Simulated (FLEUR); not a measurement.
Runs of FLEUR MaX-R8.1 (later development tree) on HfIn4SiO6. It takes space group P312 (No. 149, trigonal). The conventional cell has a = 5.277 Å, b = 5.277 Å, c = 10.559 Å, α = 90.00°, β = 90.00°, γ = 120.00°. Hf (site symmetry 32) has 6 O at 2.10 Å as nearest neighbours. In (site symmetry 3) is surrounded by 3 O at 2.62 Å. Around In (site symmetry 3) lie 3 O at 2.32 Å. Si (site symmetry 32) is surrounded by 6 O at 1.83 Å. O (site symmetry 1) is surrounded by 1 Si at 1.83 Å and 1 Hf at 2.10 Å. The cell was built by a generator and needn't be a form met in nature.

| task | level | max iterations | mixer history | gap on the mesh (eV) |
| --- | --- | --- | --- | --- |
| single point | PBEsol | 60 | 15 | 0.34 |
| single point | LDA | 60 | 15 | 0.38 |
| density of states | PBE | 60 | 15 | 0.35 |
| single point | r2SCAN | 80 | 30 | (a) |

Alike in all rows: potentials or basis all-electron, FLAPW; no spin polarisation; cell as given; k mesh 4 × 4 × 2; smearing fermi-dirac 0.05 eV; kmax 4.7 1/bohr.

Estimate the missing entries.

(a) 0.31.

Caveats: spin-orbit coupling is left out, which moves the levels of the heavy elements; the meta-GGA is that of a development version, with a GGA for the radial functions and cores and without core tails (some runs).

A k mesh can miss the band edges, and the runs leave out spin-orbit coupling on Hf, In.
